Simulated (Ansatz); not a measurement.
The same calculation of MgS, space group F-43m as a Python script and as an input file (Ansatz 0.2.0 through its Python package).

The script, `optics_mgs.py`:
```python
'''Dielectric function of MgS against photon energy.'''

import logging
import sys

import ansatz as az
import numpy as np

logging.basicConfig(stream=sys.stdout, format='%(levelname)s:%(name)s:%(message)s')
logger = logging.getLogger('mgs')
logger.setLevel(logging.INFO)

lattice = az.Lattice.of(
    (0.0, 2.83312, 2.83312),
    (2.83312, 0.0, 2.83312),
    (2.83312, 2.83312, 0.0),
)
sites = [
    ('Mg', (0.0, 0.0, 0.0)),
    ('S', (0.75, 0.75, 0.75)),
]
system = az.Crystal(lattice=lattice)
for symbol, position in sites:
    system = system.atom(symbol, position)

model = (
    system.calculation()
    .occupations(az.OccupationsMethod.FIXED)  # no smearing
    .kpoints(6, center='gamma')
    .functional(az.Functional.R2SCAN)
    .pseudopotentials('paw')
    .optics(energy_step=0.05, nscf_kmesh=(8, 8, 8), broadening_width=0.3)
)
out = model.run()
spectra = out.optics()
energy, filling = np.asarray(spectra.photon_energy_ev), spectra.band_filling
gapped = filling.kind == 'insulating'
eps1 = np.asarray(filling.eps1 if gapped else filling.eps1_interband)[:3].mean(axis=0)
eps2 = np.asarray(filling.eps2 if gapped else filling.eps2_interband)[:3].mean(axis=0)
print('filling:', filling.kind, '- valid up to', round(spectra.valid_up_to_ev, 2), 'eV,', spectra.n_bands, 'bands')
top = min(10, spectra.valid_up_to_ev)
# mean of xx, yy and zz; between bands only where the bands are partly filled
logger.info('E (eV)    eps1      eps2')
for e in np.arange(0.5, top + 0.01, 0.5):
    logger.info(f'{e:5.1f} {np.interp(e, energy, eps1):9.3f} {np.interp(e, energy, eps2):9.3f}')
if gapped:
    print('eps_inf, bands beyond those summed included:', np.round(filling.eps_inf[:3], 3))
print('f-sum electrons:', np.round(filling.get('f_sum_n_eff'), 3))
```

`python optics_mgs.py` gives:
```text
DeckWarning: basis.ecutwfc = 500 eV, auto-derived from the records' recommended cutoffs: set by Mg (their level for a meta-GGA)
filling: insulating - valid up to 7.67 eV, 12 bands
INFO:mgs:E (eV)    eps1      eps2
INFO:mgs:  0.5     3.764     0.000
INFO:mgs:  1.0     3.806     0.000
INFO:mgs:  1.5     3.878     0.000
INFO:mgs:  2.0     3.987     0.000
INFO:mgs:  2.5     4.145     0.000
INFO:mgs:  3.0     4.369     0.000
INFO:mgs:  3.5     4.706     0.000
INFO:mgs:  4.0     5.299     0.087
INFO:mgs:  4.5     5.907     0.554
INFO:mgs:  5.0     6.658     0.939
INFO:mgs:  5.5     8.108     2.271
INFO:mgs:  6.0     8.753     5.600
INFO:mgs:  6.5     5.006     8.929
INFO:mgs:  7.0     1.227     6.708
INFO:mgs:  7.5     3.326     5.069
eps_inf, bands beyond those summed included: [4.012 4.012 4.012]
f-sum electrons: [5.722 5.722 5.722]
```
(Warnings from the package without file and line.)

`input.yaml`:
```yaml
crystal:
  lattice:
    - [0.0, 2.83312, 2.83312]
    - [2.83312, 0.0, 2.83312]
    - [2.83312, 2.83312, 0.0]
  atoms:
    - { symbol: Mg, position: [0.0, 0.0, 0.0] }
    - { symbol: S, position: [0.75, 0.75, 0.75] }
kpoints:
  mp_grid:
    grid: [6, 6, 6]
    shift: [0.0, 0.0, 0.0]
hamiltonian:
  xc: r2scan
  pseudopotentials:
    kind: paw
scf:
  occupations:
    method: fixed
output:
  optics:
    de: 0.05
    sigma: 0.3
    nscf_kmesh:
      grid: [8, 8, 8]
```

What to keep in mind:
- The structure comes from a database of computed cells and needn't be a stable or known phase.
- Independent-particle spectra on Kohn-Sham bands hold no excitons, and semilocal gaps are too small.
- Wall time of the script: 11 s on 1 thread of Arm Neoverse V2, with other jobs on the host, peak memory 0.52 GiB.
